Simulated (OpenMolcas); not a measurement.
# Co³⁺ among point charges: CASSCF and CASPT2 levels and susceptibility

Aim: the splitting of the states of Co³⁺ in the field of 8 point charges, its lowest levels with spin-orbit coupling and its magnetic susceptibility.

Program: OpenMolcas 26.06. Level of theory: state-averaged CASSCF and CASPT2, spin-orbit coupling by RASSI with atomic mean-field integrals. These are calculated values, not measurements, unless marked.

## 1. What is computed

* Species: Co³⁺ (cobalt, Z = 27, 24 electrons)
* Basis: ANO-RCC-VTZP [6s5p3d2f1g], 59 functions
* Scalar Hamiltonian: DKH2, point nucleus
* Inactive shells: 1s 2s 2p 3s 3p
* Active space: 6 electrons in 5 orbitals (3d)
* Some configurations of this space: 3d6
* Orbitals: optimised for each spin and parity, averaged over all roots

Outer shells as boxes (Hund's rule):

3d6
```
3d [↑↓][↑ ][↑ ][↑ ][↑ ]
```

The ion sits among 8 point charges of -1.28 e arranged as a cube (Oh), 1.96 Å from the ion.

The work runs as a chain of OpenMolcas steps in one folder; each step below is one input file. Labels, J, g values, rates, χT and fits are worked out afterwards by a script from the matrices that RASSI stores. The input lists half of the charges; inversion (Group=XYZ) makes the rest.

## 2. Basis and integrals

Contents of a.inp:

```
&GATEWAY
Coord
1

Co 0.0 0.0 0.0
Basis=ANO-RCC-VTZP
Group=XYZ
NoMove
AngMom=0.0 0.0 0.0
AMFI
XField
4 Angstrom 0
1.131607 1.131607 1.131607 -1.280000
1.131607 1.131607 -1.131607 -1.280000
1.131607 -1.131607 1.131607 -1.280000
1.131607 -1.131607 -1.131607 -1.280000
&SEWARD
```

Started as:

```sh
OMP_NUM_THREADS=1 MOLCAS_MEM=1689 MOLCAS_PROJECT=a pymolcas a.inp > a.log
```

Output:

```text
Basis set label: CO.ANO-RCC...6S5P3D2F1G.

      Electronic valence basis set:
      ------------------
      Associated Effective Charge  27.000000 au
      Associated Actual Charge     27.000000 au
      Nuclear Model: Point charge

      Shell  nPrim  nBasis  Cartesian Spherical Contaminant
         s      21       6        X
         p      15       5        X
         d      10       3                 X
         f       6       2                 X
         g       4       1                 X
                  Relativistic Douglas-Kroll-Hess integrals:
                    - DKH order of Hamiltonian: 2
                    - DKH order of Properties : 0
                  Atomic mean-field integrals
```

## 3. Reference wave functions, quintets of even parity, 5 roots

Contents of a.inp:

```
&RASSCF
FileOrb=start.orb
Symmetry=1
Spin=5
nActEl=6 0 0
Inactive=3 6
Ras2=5 0
CIRoot=5 5 1
SDav=5
CIMx=300
Iter=120 100
PrWF=0.3
OrbListing=Nothing
MaxOrb=0
>>> COPY $Project.JobIph JOB001
```

Started as:

```sh
OMP_NUM_THREADS=1 MOLCAS_MEM=1689 MOLCAS_PROJECT=a pymolcas a.inp > a.log
```

start.orb holds the contracted functions of the basis, ordered by shell, or the orbitals of the step before.

Output (excerpt; [...] marks lines left out):

```text
[...]
      Number of active orbitals                  5
[...]
      Spin quantum number                      2.0
[...]
      Active orbitals                            5   0
[...]
      Number of CSFs                             5
      Number of root(s) required                 5
[...]
      Convergence after  9 iterations
[...]
      Natural orbitals and occupation numbers for root  1
      sym 1:   1.000000   1.000000   2.000000   1.000000   1.000000
      Natural orbitals and occupation numbers for root  2
      sym 1:   1.000000   1.000000   1.000000   1.000000   2.000000
      Natural orbitals and occupation numbers for root  3
      sym 1:   1.000000   2.000000   1.000000   1.000000   1.000000
::    RASSCF root number  1 Total energy:  -1398.14860776
::    RASSCF root number  2 Total energy:  -1398.14860776
::    RASSCF root number  3 Total energy:  -1398.13769745
::    RASSCF root number  4 Total energy:  -1398.13769745
::    RASSCF root number  5 Total energy:  -1398.13769745
```

## 4. Reference wave functions, triplets of even parity, 45 roots

Contents of a.inp:

```
&RASSCF
FileOrb=start.orb
Symmetry=1
Spin=3
nActEl=6 0 0
Inactive=3 6
Ras2=5 0
CIRoot=45 45 1
SDav=45
CIMx=300
Iter=120 100
PrWF=0.3
OrbListing=Nothing
MaxOrb=0
>>> COPY $Project.JobIph JOB002
```

Output (excerpt; [...] marks lines left out):

```text
[...]
      Number of active orbitals                  5
[...]
      Spin quantum number                      1.0
[...]
      Active orbitals                            5   0
[...]
      Number of CSFs                            45
      Number of root(s) required                45
[...]
      Convergence after  7 iterations
[...]
      Natural orbitals and occupation numbers for root  1
      sym 1:   1.007672   0.558012   1.787876   1.007793   1.638648
      Natural orbitals and occupation numbers for root  2
      sym 1:   0.558033   1.007683   1.787940   1.007776   1.638568
      Natural orbitals and occupation numbers for root  3
      sym 1:   1.007681   1.007797   1.787734   0.557966   1.638822
::    RASSCF root number  1 Total energy:  -1398.03368110
::    RASSCF root number  2 Total energy:  -1398.03368110
::    RASSCF root number  3 Total energy:  -1398.03368110
[...]
::    RASSCF root number 27 Total energy:  -1397.99610691
::    RASSCF root number 28 Total energy:  -1397.98966070
::    RASSCF root number 29 Total energy:  -1397.98966070
::    RASSCF root number 30 Total energy:  -1397.98966070
```

## 5. CASSCF: singlets of even parity, 50 roots

Contents of a.inp:

```
&RASSCF
FileOrb=start.orb
Symmetry=1
Spin=1
nActEl=6 0 0
Inactive=3 6
Ras2=5 0
CIRoot=50 50 1
SDav=50
CIMx=300
Iter=120 100
PrWF=0.3
OrbListing=Nothing
MaxOrb=0
>>> COPY $Project.JobIph JOB003
```

Output (excerpt; [...] marks lines left out):

```text
[...]
      Number of active orbitals                  5
[...]
      Spin quantum number                      0.0
[...]
      Active orbitals                            5   0
[...]
      Number of CSFs                            50
      Number of root(s) required                50
[...]
      Convergence after  7 iterations
[...]
      Natural orbitals and occupation numbers for root  1
      sym 1:   0.828664   0.705942   1.616800   1.125716   1.722877
      Natural orbitals and occupation numbers for root  2
      sym 1:   0.944884   0.647832   1.722877   1.067606   1.616800
      Natural orbitals and occupation numbers for root  3
      sym 1:   1.122382   0.519273   0.890717   1.878581   1.589047
::    RASSCF root number  1 Total energy:  -1397.97587948
::    RASSCF root number  2 Total energy:  -1397.97587948
::    RASSCF root number  3 Total energy:  -1397.97544320
[...]
::    RASSCF root number 27 Total energy:  -1397.90908878
::    RASSCF root number 28 Total energy:  -1397.90908878
::    RASSCF root number 29 Total energy:  -1397.87740998
::    RASSCF root number 30 Total energy:  -1397.87740998
```

## 6. State interaction with spin-orbit coupling

Contents of a.inp:

```
&RASSI
NrOfJobIphs=3 5 45 50
1 2 3 4 5
1 2 3 4 5 6 7 8 9 10 11 12 13 14 15 16 17 18 19 20 21 22 23 24 25 26 27
28 29 30 31 32 33 34 35 36 37 38 39 40 41 42 43 44 45
1 2 3 4 5 6 7 8 9 10 11 12 13 14 15 16 17 18 19 20 21 22 23 24 25 26 27
28 29 30 31 32 33 34 35 36 37 38 39 40 41 42 43 44 45 46 47 48 49 50
IphNames
JOB001
JOB002
JOB003
EJob
SpinOrbit
DIPRint=1.0
SOCoupling=1000.0
Subsets=2
Property=9
'ANGMOM' 1 'ANGMOM' 2 'ANGMOM' 3 'MLTPL  1' 1 'MLTPL  1' 2 'MLTPL  1' 3
'AMFI' 1 'AMFI' 2 'AMFI' 3
SOProperty=3
'ANGMOM' 1 'ANGMOM' 2 'ANGMOM' 3
```

Output (excerpt; [...] marks lines left out):

```text
SPIN-FREE ENERGIES:
  (Shifted by EMIN (a.u.) =      -1398.1486077581)
 SF State       Relative EMIN(au)   Rel lowest level(eV)    D:o, cm**(-1)      L_eff
     1             0.0000000000        0.0000000000              0.0000         2.0
     2             0.0000000000        0.0000000000              0.0000         2.0
     3             0.0109103054        0.2968845330           2394.5352         2.0
     4             0.0109103054        0.2968845330           2394.5352         2.0
     5             0.0109103054        0.2968845330           2394.5352         2.0
     6             0.1149266556        3.1273136152          25223.4854         4.8
     7             0.1149266556        3.1273136152          25223.4854         4.8
     8             0.1149266556        3.1273136152          25223.4854         4.8
     9             0.1182928167        3.2189115257          25962.2723         5.0
    10             0.1182928167        3.2189115257          25962.2723         5.0
[...]
Eigenvalues of complex Hamiltonian:
   -----------------------------------
  (Shifted by EMIN (a.u.) =      -1398.1486077581)
 SO State       Relative EMIN(au)   Rel lowest level(eV)    D:o, cm**(-1)     J-value
     1            -0.0011723847        0.0000000000              0.0000         2.9
     2            -0.0009793244        0.0052534366             42.3718         3.2
     3            -0.0009793244        0.0052534366             42.3718         1.6
     4            -0.0009793244        0.0052534366             42.3718         3.2
     5            -0.0007854364        0.0105293989             84.9253         2.6
     6            -0.0007854364        0.0105293989             84.9253         2.8
     7            -0.0004728248        0.0190359929            153.5356         2.5
     8            -0.0004728248        0.0190359929            153.5356         2.7
     9            -0.0004728248        0.0190359929            153.5356         2.5
    10            -0.0001207839        0.0286155156            230.7997         2.4
    11             0.0087313663        0.2694947936           2173.6221         2.8
[...]
```

These steps: 23 s of run time, 1 thread, shared host.

States without spin-orbit coupling:

```csv
state,degeneracy,E (cm-1),free-ion L (%)
5E,2,0,D (100)
5T2,3,2395,D (100)
3T1,3,25223,H (89)
3E,2,25962,H (99)
3T2,3,27206,H (92)
3T1,3,27516,H (79)
3T1,3,29368,P (52)
3A2,1,29933,F (100)
3T2,3,30760,F (89)
3T1,3,32309,F (71)
3A1,1,32396,G (100)
3T1,3,33426,G (91)
3E,2,33470,G (98)
3T2,3,34885,G (96)
1E,2,37909,I (94)
1T2,3,38005,I (86)
1A2,1,38762,I (100)
1T2,3,39727,I (55)
1A1,1,39797,I (68)
1T1,3,39914,I (74)
1T2,3,40972,I (58)
1E,2,42156,G (95)
3E,2,42557,D (99)
1T1,3,43455,G (74)
```

With spin-orbit coupling:

```json
{"E (cm-1)": "0.0", "Degeneracy": "1", "Label": "A1", "2S+1": "5"}
{"E (cm-1)": "42.4", "Degeneracy": "3", "Label": "T1", "2S+1": "5"}
{"E (cm-1)": "84.9", "Degeneracy": "2", "Label": "E", "2S+1": "5"}
{"E (cm-1)": "153.5", "Degeneracy": "3", "Label": "T2", "2S+1": "5"}
{"E (cm-1)": "230.8", "Degeneracy": "1", "Label": "A2", "2S+1": "5"}
{"E (cm-1)": "2174", "Degeneracy": "3", "Label": "T2", "2S+1": "5"}
{"E (cm-1)": "2508", "Degeneracy": "3", "Label": "T1", "2S+1": "5"}
{"E (cm-1)": "2572", "Degeneracy": "2", "Label": "E", "2S+1": "5"}
{"E (cm-1)": "2953", "Degeneracy": "3", "Label": "T2", "2S+1": "5"}
{"E (cm-1)": "3028", "Degeneracy": "3", "Label": "T1", "2S+1": "5"}
{"E (cm-1)": "3101", "Degeneracy": "1", "Label": "A1", "2S+1": "5"}
{"E (cm-1)": "25208", "Degeneracy": "1", "Label": "A1", "2S+1": "3"}
{"E (cm-1)": "25303", "Degeneracy": "3", "Label": "T1", "2S+1": "3"}
{"E (cm-1)": "25406", "Degeneracy": "3", "Label": "T2", "2S+1": "3"}
{"E (cm-1)": "25484", "Degeneracy": "2", "Label": "E", "2S+1": "3"}
{"E (cm-1)": "26140", "Degeneracy": "3", "Label": "T1", "2S+1": "3"}
{"E (cm-1)": "26142", "Degeneracy": "3", "Label": "T2", "2S+1": "3"}
{"E (cm-1)": "27120", "Degeneracy": "1", "Label": "A2", "2S+1": "3"}
{"E (cm-1)": "27209", "Degeneracy": "3", "Label": "T2", "2S+1": "3"}
{"E (cm-1)": "27255", "Degeneracy": "2", "Label": "E", "2S+1": "3"}
{"E (cm-1)": "27340", "Degeneracy": "3", "Label": "T2", "2S+1": "3"}
{"E (cm-1)": "27453", "Degeneracy": "2", "Label": "E", "2S+1": "3"}
{"E (cm-1)": "27544", "Degeneracy": "3", "Label": "T1", "2S+1": "3"}
{"E (cm-1)": "28027", "Degeneracy": "3", "Label": "T1", "2S+1": "3"}
```

The table of states holds 24 of 43 computed; the rest, higher up, is left out.

Powder χT (cm³ K/mol): 0.29 at 2 K, 0.72 at 5 K, 1.42 at 10 K, 2.56 at 20 K, 3.63 at 50 K, 3.89 at 100 K, 3.94 at 150 K, 3.95 at 200 K, 3.96 at 250 K, 3.97 at 300 K.

Orbitals of the lowest block (energies include the constant potential of the surroundings):

```csv
shell,space,energy (hartree),mean occupation,⟨r²⟩ (bohr²)
1s,inactive,-284.4023,2.000,0.00421
2s,inactive,-34.1199,2.000,0.0761
2p,inactive,-28.8905,6.000,0.0618
3s,inactive,-3.2698,2.000,0.687
3p,inactive,-1.6673,6.000,0.768
3d,RAS2,,6.000,1.14
```

## 7. CASPT2: IPEA 0.25, imaginary shift 0.1 (closed shells correlated: 3s 3p)

Contents of a.inp:

```
>>> COPY JOB001 $Project.JobIph
&CASPT2
Multistate=5 1 2 3 4 5
NoMult
Frozen=2 3
IPEA=0.25
Imaginary=0.1
MaxIter=60
WThr=0.0 0.3 0.05
PrWF=0.5
NoMix
>>> COPY JOB002 $Project.JobIph
&CASPT2
Multistate=45 1 2 3 4 5 6 7 8 9 10 11 12 13 14 15 16 17 18 19 20 21 22
23 24 25 26 27 28 29 30 31 32 33 34 35 36 37 38 39 40 41 42 43 44 45
NoMult
Frozen=2 3
IPEA=0.25
Imaginary=0.1
MaxIter=60
WThr=0.0 0.3 0.05
PrWF=0.5
NoMix
>>> COPY JOB003 $Project.JobIph
&CASPT2
Multistate=50 1 2 3 4 5 6 7 8 9 10 11 12 13 14 15 16 17 18 19 20 21 22
23 24 25 26 27 28 29 30 31 32 33 34 35 36 37 38 39 40 41 42 43 44 45 46
47 48 49 50
NoMult
Frozen=2 3
IPEA=0.25
Imaginary=0.1
MaxIter=60
WThr=0.0 0.3 0.05
PrWF=0.5
NoMix
```

Started as:

```sh
OMP_NUM_THREADS=1 MOLCAS_MEM=1689 MOLCAS_PROJECT=a pymolcas a.inp > a.log
```

Output (excerpt; [...] marks lines left out):

```text
[...]
      Active orbitals                            5   0
[...]
      E2 (Variational):          -0.4072798095
      Total energy:           -1398.5558875676
[...]
::    CASPT2 Root  1     Total energy:  -1398.55588757
::    CASPT2 Root  2     Total energy:  -1398.55589130
[...]
::    CASPT2 Root 27     Total energy:  -1398.34955178
::    CASPT2 Root 28     Total energy:  -1398.34955049
::    CASPT2 Root 29     Total energy:  -1398.31915102
::    CASPT2 Root 30     Total energy:  -1398.31914013
```

This run took 13 s in all on 1 thread, shared host.

SS-CASPT2: lowest energy less the reference's lowest, -0.4073 hartree; reference weights 0.941 to 0.954.

States without spin-orbit coupling:

```csv
state,degeneracy,E (cm-1),free-ion L (%)
5E,2,0,D (100)
5T2,3,2676,D (100)
3T1,3,23699,H (89)
3E,2,24111,H (99)
3T1,3,24969,H (79)
3T2,3,25236,H (92)
3T1,3,25471,P (52)
3A2,1,26066,F (100)
3T2,3,27260,F (89)
3A1,1,29096,G (100)
3T1,3,29678,F (71)
3T1,3,30335,G (91)
3E,2,30339,G (98)
3T2,3,32084,G (96)
1E,2,35632,I (94)
1T2,3,35843,I (86)
1A2,1,36122,I (100)
1T2,3,36557,I (55)
1A1,1,36726,I (68)
1T1,3,37116,I (74)
3E,2,37213,D (99)
1T2,3,38168,I (58)
3T2,3,38207,D (99)
1E,2,39356,G (95)
```

With spin-orbit coupling:

```json
{"E (cm-1)": "0", "Degeneracy": "1", "Label": "A1", "2S+1": "5"}
{"E (cm-1)": "41", "Degeneracy": "3", "Label": "T1", "2S+1": "5"}
{"E (cm-1)": "82", "Degeneracy": "2", "Label": "E", "2S+1": "5"}
{"E (cm-1)": "150", "Degeneracy": "3", "Label": "T2", "2S+1": "5"}
{"E (cm-1)": "220", "Degeneracy": "1", "Label": "A2", "2S+1": "5"}
{"E (cm-1)": "2430", "Degeneracy": "3", "Label": "T2", "2S+1": "5"}
{"E (cm-1)": "2770", "Degeneracy": "3", "Label": "T1", "2S+1": "5"}
{"E (cm-1)": "2820", "Degeneracy": "2", "Label": "E", "2S+1": "5"}
{"E (cm-1)": "3220", "Degeneracy": "3", "Label": "T2", "2S+1": "5"}
{"E (cm-1)": "3280", "Degeneracy": "3", "Label": "T1", "2S+1": "5"}
{"E (cm-1)": "3350", "Degeneracy": "1", "Label": "A1", "2S+1": "5"}
{"E (cm-1)": "23650", "Degeneracy": "1", "Label": "A1", "2S+1": "3"}
{"E (cm-1)": "23740", "Degeneracy": "3", "Label": "T1", "2S+1": "3"}
{"E (cm-1)": "23810", "Degeneracy": "3", "Label": "T2", "2S+1": "3"}
{"E (cm-1)": "23900", "Degeneracy": "2", "Label": "E", "2S+1": "3"}
{"E (cm-1)": "24240", "Degeneracy": "3", "Label": "T2", "2S+1": "3"}
{"E (cm-1)": "24270", "Degeneracy": "3", "Label": "T1", "2S+1": "3"}
{"E (cm-1)": "24650", "Degeneracy": "2", "Label": "E", "2S+1": "3"}
{"E (cm-1)": "24670", "Degeneracy": "3", "Label": "T2", "2S+1": "3"}
{"E (cm-1)": "25120", "Degeneracy": "2", "Label": "E", "2S+1": "3"}
{"E (cm-1)": "25140", "Degeneracy": "1", "Label": "A2", "2S+1": "3"}
{"E (cm-1)": "25170", "Degeneracy": "3", "Label": "T2", "2S+1": "3"}
{"E (cm-1)": "25280", "Degeneracy": "3", "Label": "T1", "2S+1": "3"}
{"E (cm-1)": "25430", "Degeneracy": "3", "Label": "T2", "2S+1": "3"}
```

Powder χT (cm³ K/mol): 0.29 at 2 K, 0.72 at 5 K, 1.43 at 10 K, 2.54 at 20 K, 3.56 at 50 K, 3.80 at 100 K, 3.85 at 150 K, 3.86 at 200 K, 3.87 at 250 K, 3.88 at 300 K.

## 8. The methods side by side

A. CASSCF
B. SS-CASPT2, IPEA 0.25, imaginary shift 0.1 (closed shells correlated: 3s 3p)

```csv
method,ground state,first state of that spin (cm-1),first gap with spin-orbit (cm-1),χT at 300 K
A,5E,5T2 2395,42.4,3.97
B,5E,5T2 2676,41.0,3.88
```

## 9. Results

| quantity | value |
| --- | --- |
| method | SS-CASPT2, IPEA 0.25, imaginary shift 0.1 (closed shells correlated: 3s 3p) |
| spin-free ground state | 5E, 2-fold in its orbital part |
| first state of the same spin within the active space | 5T2 at 2680 cm⁻¹ |
| lowest level | 1-fold A1 |
| next level | 41.0 cm⁻¹ |
| χT at 300 K | 3.88 cm³ K/mol |
| effective moment at 300 K | 5.57 μB |

Cost by method:

```csv
method,time of its own steps,time with the reference
A. CASSCF,23 s,23 s
"B. SS-CASPT2, IPEA 0.25, imaginary shift 0.1, +3s 3p",13 s,36 s
```

Times are of one thread on a shared host.

The spin-free ground state (5E) comes to 100 % from free-ion D terms and keeps the highest spin of the shell. χT at 300 K is 3.88, against 3.01 cm³ K/mol for the spin alone, so orbital moment adds to it. An active space of the d shell alone favours high spin; real ions in strong fields can be low spin. CASPT2 does not keep the components of a term degenerate, and the means are used. An orbital doublet at a regular site is open to a Jahn-Teller distortion, which this geometry leaves out. The field of point charges can differ much from that of real complexes. With metal d orbitals alone active, the gaps between spin states are rough; where two lie within a few thousand cm-1, their order is open. Point charges carry no covalency, so the field is a model and not that of real ligands.
